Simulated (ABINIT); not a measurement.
This ABINIT 10.8.3 (patched build) run on TaO needs a look.

Contents of run.abi:

```
pp_dirpath "./"
pseudos "Ta.GGA_PBE-JTH.xml, O.GGA_PBE-JTH.xml"

acell 5.794108168 5.7941142821 7.284932005
rprim
     1.0000000000     0.0000000000     0.0000000000
    -0.5000011031     0.8660247669     0.0000000000
     0.0000000000     0.0000000000     1.0000000000
ntypat 2
znucl 73 8
natom 2
typat 1 2
xcart
     0.0000000000     0.0000000000     1.9275100000
     0.0000000000     0.0000000000     0.0000000000 Angstrom

pawecutdg 50.0
pawxcdev 0
pawovlp 30

kptopt 1
ngkpt 10 10 7
nshiftk 1
shiftk 0.0 0.0 0.0

ixc 11

nband 14
occopt 3
tsmear 0.05 eV

nstep 50
tolvrs 1.0e-9

iomode 3
prtwf 0
prtden 0
prteig 0
prtebands 0
enunit 2

ecutt 28.0
```

Potentials or basis: JTH PAW PBE v2.0.

Command:

```bash
$ abinit run.abi > log 2>&1
```

run.abo:

```text
.Version 10.8.3 of ABINIT
 Symmetries : space group P6/m m m (#191); Bravais hP (primitive hexag.)
================================================================================
 Values of the parameters that define the memory need of the present run
     intxc =       0    ionmov =       0      iscf =      17    lmnmax =      18
     lnmax =       6     mgfft =      30  mpssoang =       3    mqgrid =    3001
     natom =       2  nloc_mem =       2    nspden =       1   nspinor =       1
    nsppol =       1      nsym =      24    n1xccc =       1    ntypat =       2
    occopt =       3   xclevel =       2
       mpw =         782          nfft =       17280          nkpt =          56
[... 50 lines left out ...]
            znucl       73.00000    8.00000

================================================================================

 chkinp: Checking input parameters for consistency.

--- !ERROR
message: |
    Found token: `ECUTT` in the input file.
    This name is not one of the registered input variable names (see
    Action: check your input file. Perhaps you mistyped the input variable,
    or specified "img", although this was not permitted for this input variable.
...
```

Problem. What happened, and what is wrong with the input?

Solution. The input was rejected before any iteration. The input holds a flaw that was put in on purpose: misspelt keyword (ecutt = 28).
